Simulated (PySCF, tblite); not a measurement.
# C4H11B2F3Si: geometry, infrared bands and NMR shifts

Aim: predict the infrared bands and NMR shifts of C4H11B2F3Si (`B[C@@H](CB(F)F)C[C@@H](F)[SiH3]`).

Programs: tblite 0.8.0 and PySCF 2.14.0, with density-fitted response routines of our own. Each step states its level of theory. These are calculated values for one molecule in the gas phase, unless marked as measured. Atoms are numbered from 0 throughout.

### 1 The molecule as given

21 atoms, charge 0, multiplicity 1; geometry from: force field or distance geometry start.

Bonds of the start (Å): B0–C1 1.60, C1–C2 1.54, C2–B3 1.59, B3–F4 1.44, B3–F5 1.46, C1–C6 1.56, C6–C7 1.54, C7–F8 1.38, C7–Si9 1.87, B0–H10 1.18, B0–H11 1.18, C1–H12 1.12, C2–H13 1.12, C2–H14 1.10, C6–H15 1.11, C6–H16 1.12, C7–H17 1.11, Si9–H18 1.47, Si9–H19 1.47, Si9–H20 1.47.

### 2 Optimising the geometry with GFN2-xTB

The job: settings as JSON, then the geometry in Å.

```
{"job": {"kind": "relax", "xc": "GFN2-xTB", "basis": "xTB"}, "charge": 0, "multiplicity": 1}
B     -0.543600     0.633500    -1.984400
C     -0.821000     0.496500    -0.416600
C     -2.189200    -0.163500    -0.183300
B     -2.700200    -0.038000     1.317900
F     -2.896900     1.251100     1.936500
F     -2.965700    -1.241400     2.092000
C      0.315100    -0.325000     0.260400
C      1.667400     0.417000     0.282100
F      1.555900     1.587100     0.996100
Si     2.984200    -0.648600     1.074000
H     -0.497200    -0.327400    -2.668800
H     -0.403300     1.701800    -2.461600
H     -0.838000     1.521500     0.028200
H     -2.961900     0.344900    -0.815600
H     -2.171700    -1.224000    -0.476000
H      0.425100    -1.304200    -0.245300
H      0.038000    -0.543900     1.321300
H      1.987100     0.640500    -0.756600
H      3.138400    -1.891700     0.311600
H      2.608700    -0.960800     2.459500
H      4.260000     0.091500     1.073200
```

On the command line:

```console
> OMP_NUM_THREADS=1 python probes_run.py task.json out
```

One launch serves the whole session: the jobs run in the order shown.

**Question.** This job is followed by: GFN2-xTB harmonic vibrations, gas phase; GIAO PBE0/pcSseg-1 NMR shielding, non-relativistic, gas phase. What will the session give for the following? strongest single infrared mode (GFN2-xTB); zero-point energy (GFN2-xTB); 13C shifts against TMS (PBE0/pcSseg-1); 1H shifts against TMS (PBE0/pcSseg-1, means over atoms taken as alike); 11B shifts against BF3·OEt2 (PBE0/pcSseg-1); 19F shifts against CFCl3 (PBE0/pcSseg-1, means over atoms taken as alike); 29Si shifts against TMS (PBE0/pcSseg-1).

**Answer**, as computed:

| quantity | value |
| --- | --- |
| strongest single infrared mode (GFN2-xTB) | 779 cm⁻¹, 432 km/mol |
| zero-point energy (GFN2-xTB) | 91.1 kcal/mol |
| 13C shifts against TMS (PBE0/pcSseg-1) | 93.1, 46.4, 35.4, 8.1 ppm |
| 1H shifts against TMS (PBE0/pcSseg-1, means over atoms taken as alike) | 7.79, 4.69, 3.91, 2.96, 1.82, 1.65, 0.85, 0.34 ppm |
| 11B shifts against BF3·OEt2 (PBE0/pcSseg-1) | 89.2, 28.8 ppm |
| 19F shifts against CFCl3 (PBE0/pcSseg-1, means over atoms taken as alike) | -65.4, -255.0 ppm |
| 29Si shifts against TMS (PBE0/pcSseg-1) | -69.3 ppm |

The optimisation took 90 steps and gained 0.825 eV; among the close pairs (by a distance rule), B3–F5 changed most, from 1.455 to 1.319 Å. All 57 modes are real, so the xTB geometry is a minimum. The strongest single mode, at 779 cm⁻¹, moves mainly H18, H20 and H19. Unscaled tight-binding wavenumbers are off by several per cent, some by more. Its intensities can rank the bands wrongly. The most deshielded carbon is C7 (sp3 CH bonded to F and Si), at 93.1 ppm: pulled downfield by the heteroatom. At PBE0/pcSseg-1: The widest tensor belongs to F4, F5: span 313 ppm, with a paramagnetic part of -231 ppm.
